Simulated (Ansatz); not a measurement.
**One shape, several levels: C2F5 (pentafluoroethyl)**

Aim: a comparison of 3 runs (UHF/STO-3G, UHF/def2-SVP, UPBE0/def2-SVP) of C2F5 (pentafluoroethyl). 

The results are computed with Ansatz 0.2.0.

2 further runs of the same task are left out: 2 set aside as unsound or not needed. Runs told in other sessions of the task aren't counted.

**1. The system as given**

The species is C2F5 (7 atoms), meant as a doublet with charge 0. As SMILES, `F[C](F)C(F)(F)F`. Geometry: relaxed at PBE0-D4/def2-TZVP.

Bond lengths: F1–C2 1.312 Å, C2–F3 1.312 Å, C2–C4 1.514 Å, C4–F5 1.327 Å, C4–F6 1.327 Å, C4–F7 1.338 Å. Angles: F1–C2–F3 112.2°, F1–C2–C4 114.4°, F3–C2–C4 114.4°, C2–C4–F5 109.8°, C2–C4–F6 109.7°, C2–C4–F7 111.6°, F5–C4–F6 109.4°, F5–C4–F7 108.1°, F6–C4–F7 108.1°.

**2. Energy and gradient at UHF/STO-3G (run 1)**

Contents of in.yaml:

```yaml
crystal:
  periodic: [false, false, false]
  atoms:
    - symbol: F
      position_ang: [1.561030, -0.846020, 0.512950]
    - symbol: C
      position_ang: [0.322010, -0.468420, 0.723150]
    - symbol: F
      position_ang: [-0.464130, -1.481230, 1.002660]
    - symbol: C
      position_ang: [-0.228340, 0.480800, -0.320510]
    - symbol: F
      position_ang: [0.577960, 1.527090, -0.444820]
    - symbol: F
      position_ang: [-1.434800, 0.896110, 0.043240]
    - symbol: F
      position_ang: [-0.333720, -0.108340, -1.516660]
basis:
  gaussian:
    orbitals: STO-3G
magnetization:
  spin_polarized: true
  initial_magnetization: 1
hamiltonian:
  xc: hf
accuracy: high
output:
  forces: true
  orbitals: {seedname: orbitals}
```

Run with:

```bash
ansatz run in.yaml --threads 1 --pin off --max-ram 3480MiB --events-out events.jsonl --progress --plain --runs-dir runs
```

The program printed:

```text
Warning: RAYON_NUM_THREADS=1 ignored (pool sized by the plan → 1); use --threads N
Functional definition: HF
  name "HF"
  exchange = exact_x
  correlation = 0
757 factors; integrals over basis functions are off by at most 4.2e-8 eV
mean field evaluation 1: about -15365.2106 eV, gradient 3.3e1 eV
mean field evaluation 2: about -15365.5503 eV, gradient 3.3e1 eV
mean field evaluation 4: about -15373.0367 eV, gradient 2.4e0 eV
mean field evaluation 8: about -15373.1425 eV, gradient 1.0e-1 eV
mean field -15373.14266135 eV, -564.9525725142 hartree, gradient 1.7e-8 eV, S^2 0.755773; 0 other end points of the search recorded, 0 dependent functions left out
the calculation of the forces begins
reference -15373.14266135 eV, -564.9525725142 hartree; 29, 28 occupied and 6, 7 virtual orbitals, 757 factors
Total energy: -15373.14266135 eV, -564.9525725142 hartree
Atom 0 at     1.561030    -0.846020     0.512950 Å, force     2.660160    -0.687817    -0.230000 eV/Å
Atom 1 at     0.322010    -0.468420     0.723150 Å, force     0.159235     0.536164     1.347987 eV/Å
Atom 2 at    -0.464130    -1.481230     1.002660 Å, force    -1.661982    -2.044297     0.815807 eV/Å
Atom 3 at    -0.228340     0.480800    -0.320510 Å, force     0.060993    -0.186100     0.014088 eV/Å
Atom 4 at     0.577960     1.527090    -0.444820 Å, force     1.924617     2.588909    -0.338510 eV/Å
Atom 5 at    -1.434800     0.896110     0.043240 Å, force    -2.946870     1.062611     0.841820 eV/Å
Atom 6 at    -0.333720    -0.108340    -1.516660 Å, force    -0.196153    -1.269471    -2.451193 eV/Å
Dipole moment:     0.023577    -0.009259     0.085077 e Å
```

Wall time 1.1 s (1 thread of Arm Neoverse V2, shared host); peak memory 0.11 GiB.

**3. Energy and gradient at UHF/def2-SVP (run 2)**

Contents of in.yaml:

```yaml
crystal:
  periodic: [false, false, false]
  atoms:
    - {symbol: F, position_ang: [1.561030, -0.846020, 0.512950]}
    - {symbol: C, position_ang: [0.322010, -0.468420, 0.723150]}
    - {symbol: F, position_ang: [-0.464130, -1.481230, 1.002660]}
    - {symbol: C, position_ang: [-0.228340, 0.480800, -0.320510]}
    - {symbol: F, position_ang: [0.577960, 1.527090, -0.444820]}
    - {symbol: F, position_ang: [-1.434800, 0.896110, 0.043240]}
    - {symbol: F, position_ang: [-0.333720, -0.108340, -1.516660]}
basis:
  gaussian: {orbitals: def2-SVP}
magnetization: {spin_polarized: true, initial_magnetization: 1}
hamiltonian: {xc: hf}
accuracy: high
output: {forces: true, orbitals: {seedname: orbitals}}
```

Run with:

```bash
ansatz run in.yaml --threads 1 --pin off --max-ram 3480MiB --events-out events.jsonl --progress --plain --runs-dir runs
```

The program printed (excerpt; [...] marks lines left out):

```text
Warning: RAYON_NUM_THREADS=1 ignored (pool sized by the plan → 1); use --threads N
[... 2 set-up lines as earlier in the session ...]
[...]
2164 factors; integrals over basis functions are off by at most 3.3e-9 eV
[...]
mean field -15576.31308350 eV, -572.4189478146 hartree, gradient 2.0e-8 eV, S^2 0.755995; 0 other end points of the search recorded, 0 dependent functions left out
[...]
reference -15576.31308350 eV, -572.4189478146 hartree; 29, 28 occupied and 69, 70 virtual orbitals, 2164 factors
Total energy: -15576.31308350 eV, -572.4189478146 hartree
Atom 0 at     1.561030    -0.846020     0.512950 Å, force    -0.908133     0.250112     0.040664 eV/Å
Atom 1 at     0.322010    -0.468420     0.723150 Å, force     0.206887    -0.621192     0.046952 eV/Å
Atom 2 at    -0.464130    -1.481230     1.002660 Å, force     0.543391     0.704787    -0.309526 eV/Å
Atom 3 at    -0.228340     0.480800    -0.320510 Å, force    -0.327832     0.394926    -0.837622 eV/Å
Atom 4 at     0.577960     1.527090    -0.444820 Å, force    -0.813739    -0.985026     0.133417 eV/Å
Atom 5 at    -1.434800     0.896110     0.043240 Å, force     1.181938    -0.358196    -0.351483 eV/Å
Atom 6 at    -0.333720    -0.108340    -1.516660 Å, force     0.117488     0.614589     1.277598 eV/Å
Dipole moment:     0.025751     0.026678     0.140442 e Å
```

Wall time 6.6 s (1 thread of Arm Neoverse V2, shared host); peak memory 0.42 GiB.

**4. Energy and forces at UPBE0/def2-SVP (run 3)**

Contents of molecule.yaml:

```yaml
crystal:
  periodic: [false, false, false]
  atoms:
    - symbol: F
      position_ang: [1.561030, -0.846020, 0.512950]
    - symbol: C
      position_ang: [0.322010, -0.468420, 0.723150]
    - symbol: F
      position_ang: [-0.464130, -1.481230, 1.002660]
    - symbol: C
      position_ang: [-0.228340, 0.480800, -0.320510]
    - symbol: F
      position_ang: [0.577960, 1.527090, -0.444820]
    - symbol: F
      position_ang: [-1.434800, 0.896110, 0.043240]
    - symbol: F
      position_ang: [-0.333720, -0.108340, -1.516660]
basis:
  gaussian:
    orbitals: def2-SVP
magnetization:
  spin_polarized: true
  initial_magnetization: 1
hamiltonian:
  xc: pbe0
accuracy: high
output:
  forces: true
  orbitals: {seedname: orbitals}
```

Run with:

```bash
ansatz run molecule.yaml --threads 1 --pin off --max-ram 3480MiB --events-out events.jsonl --progress --plain --runs-dir runs
```

The program printed (excerpt; [...] marks lines left out):

```text
Warning: RAYON_NUM_THREADS=1 ignored (pool sized by the plan → 1); use --threads N
Functional definition: PBE0
  name "PBE0"
[...]
2164 factors; integrals over basis functions are off by at most 3.3e-9 eV
[...]
mean field -15629.33719466 eV, -574.3675479587 hartree, gradient 2.2e-8 eV, S^2 0.752474; 0 other end points of the search recorded, 0 dependent functions left out
[...]
reference -15629.33719589 eV, -574.3675480035 hartree; 29, 28 occupied and 69, 70 virtual orbitals, 2164 factors
Total energy: -15629.33719589 eV, -574.3675480035 hartree
Atom 0 at     1.561030    -0.846020     0.512950 Å, force    -0.049997     0.053655     0.003882 eV/Å
Atom 1 at     0.322010    -0.468420     0.723150 Å, force     0.001745    -0.058541    -0.071662 eV/Å
Atom 2 at    -0.464130    -1.481230     1.002660 Å, force     0.009099     0.071629    -0.009708 eV/Å
Atom 3 at    -0.228340     0.480800    -0.320510 Å, force    -0.016030     0.016633    -0.041393 eV/Å
Atom 4 at     0.577960     1.527090    -0.444820 Å, force    -0.045825    -0.083761     0.016884 eV/Å
Atom 5 at    -1.434800     0.896110     0.043240 Å, force     0.085302    -0.041534    -0.015863 eV/Å
Atom 6 at    -0.333720    -0.108340    -1.516660 Å, force     0.015706     0.041920     0.117859 eV/Å
Dipole moment:     0.028055    -0.023081     0.085551 e Å
```

Wall time 17 s (1 thread of Arm Neoverse V2, shared host); peak memory 0.52 GiB.

**5. All runs side by side**

| run | level | energy (Eh) | dipole moment (D) | HOMO energy (eV) | LUMO energy (eV) | wall time |
| --- | --- | --- | --- | --- | --- | --- |
| 1 | UHF/STO-3G | -564.952573 | 0.43 | -8.78 | 6.50 | 1.1 s |
| 2 | UHF/def2-SVP | -572.418948 | 0.70 | -12.79 | 2.32 | 6.6 s |
| 3 | UPBE0/def2-SVP | -574.367548 | 0.45 | -7.64 | -2.44 | 17 s |

**6. Summary of results**

| quantity | value |
| --- | --- |
| run 3: total energy | -574.36755 Eh |
| run 3: dipole moment | 0.45 D |
| run 3: HOMO energy (highest over α and β) | -7.64 eV |
| run 3: LUMO energy (lowest over α and β) | -2.44 eV |
| run 3: ⟨S²⟩ | 0.752 |
| run 3: largest force on an atom | 0.126 eV/Å |

**Reading.** The dipole moment (its size) runs from 0.43 D (UHF/STO-3G) to 0.70 D (UHF/def2-SVP). In run 1 the basis is minimal, so the values are rough. All runs together took 25 s, the longest 17 s.
